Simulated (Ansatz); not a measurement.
# BiBrO: the cost of one run

Method: DFT PBEsol, scalar-relativistic, plane waves, PAW, in Ansatz 0.2.0.

That is the level of the relaxation; later steps name their own.

1 further run of the same task is left out (set aside as unsound or not needed).

**1. The system as given**

Symmetry: P4/nmm, No. 129, tetragonal system. The conventional cell has a = 3.906 Å, b = 3.906 Å, c = 8.281 Å, α = 90.00°, β = 90.00°, γ = 90.00°. Bi (site symmetry 4mm) has 4 O at 2.32 Å and 4 Br at 3.16 Å as nearest neighbours. Br (site symmetry 4mm) is surrounded by 4 Bi at 3.16 Å. Around O (site symmetry -4m2) lie 4 Bi at 2.32 Å.

As a file:

```
Bi Br O
1.0
     3.90598    0.00000    0.00000
     0.00000    3.90598    0.00000
     0.00000    0.00000    8.28113
Bi Br O
2 2 2
Direct
  0.00000 0.50000 0.15139
  0.50000 0.00000 0.84861
  0.00000 0.50000 0.66216
  0.50000 0.00000 0.33784
  0.00000 0.00000 0.00000
  0.50000 0.50000 0.00000
```

It is the result of an earlier relaxation at this level (volume 21.06 Å³/atom; gap on the mesh: 2.12 eV).

**2. Band edges over the whole zone**

input.yaml

```yaml
crystal:
  lattice:
    - [3.9059839261, 0.0, 0.0]
    - [0.0, 3.9059839261, 0.0]
    - [0.0, 0.0, 8.2811261385]
  atoms:
    - { symbol: Bi, position: [0.0, 0.5, 0.1513858438] }
    - { symbol: Bi, position: [0.5, 0.0, 0.8486141562] }
    - { symbol: Br, position: [0.0, 0.5, 0.6621625018] }
    - { symbol: Br, position: [0.5, 0.0, 0.3378374982] }
    - { symbol: O, position: [0.0, 0.0, 0.0] }
    - { symbol: O, position: [0.5, 0.5, 0.0] }
basis:
  ecutwfc: 420
kpoints:
  mp_grid: { grid: [8, 8, 4] }
  band_path: { path: [VBM, CBM], npoints: 2 }
hamiltonian:
  xc: pbesol
scf:
  occupations: { method: gaussian, width: 0.02 }
output:
  forces: true
  stress: true
  eigenvalues: true
```

The run is started by

```console
$ ansatz run input.yaml --threads 2 --pin off --max-ram 5120MiB --backend cpu --events-out ev --progress --plain --runs-dir out
```

Q: Estimate wall time and peak memory on 2 threads of Arm Neoverse V2, shared host.

About 17 s, with a peak of 0.47 GiB.
